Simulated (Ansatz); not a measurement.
# H3MgNOSi: the cost of one run

Program: Ansatz 0.2.0. Level of theory: RKS PBE0-D4/def2-SVP. These are calculated values, not measurements.

## (1) The starting structure

Bond lengths: O1–Si2 1.634 Å, Si2–N3 1.605 Å, N3–Mg4 1.911 Å, O1–H5 0.952 Å, Si2–H6 1.459 Å, Mg4–H7 1.607 Å. Angles: O1–Si2–N3 125.2°, O1–Si2–H6 96.1°, N3–Si2–H6 138.6°, Si2–O1–H5 121.4°, Si2–N3–Mg4 158.1°, N3–Mg4–H7 147.9°.

As a file:

```xyz
7

O    -1.1638    1.5406    1.2289
Si   -0.0178    0.4004    0.9906
N     0.2653   -0.3515   -0.3987
Mg    1.0712   -1.5866   -1.6147
H    -1.7412    1.8192    0.5250
H     0.4987    0.4111    2.3548
H     1.0877   -2.2333   -3.0859
```

## (2) End point A

input.yaml

```yaml
crystal:
  periodic: [false, false, false]
  atoms:
    - { symbol: O, position_ang: [-1.16382, 1.5406, 1.22892] }
    - { symbol: Si, position_ang: [-0.01782, 0.40044, 0.99055] }
    - { symbol: "N", position_ang: [0.26531, -0.35151, -0.3987] }
    - { symbol: Mg, position_ang: [1.07119, -1.58658, -1.61471] }
    - { symbol: H, position_ang: [-1.74123, 1.81922, 0.52498] }
    - { symbol: H, position_ang: [0.49871, 0.41111, 2.35482] }
    - { symbol: H, position_ang: [1.08765, -2.23328, -3.08586] }
basis:
  gaussian: { orbitals: def2-SVP }
hamiltonian:
  xc: pbe0
  dispersion: d4
relax:
  f_tol: 0.015
  max_steps: 40
```

The run is started by

```console
ansatz run input.yaml --threads 1 --pin off --max-ram 2048MiB --backend cpu --events-out ev --progress --plain --runs-dir out
```

**Question.** How long does this run take on 1 thread of Arm Neoverse V2, shared host, and how much memory does it need?

About 30 s, with a peak of 0.15 GiB.
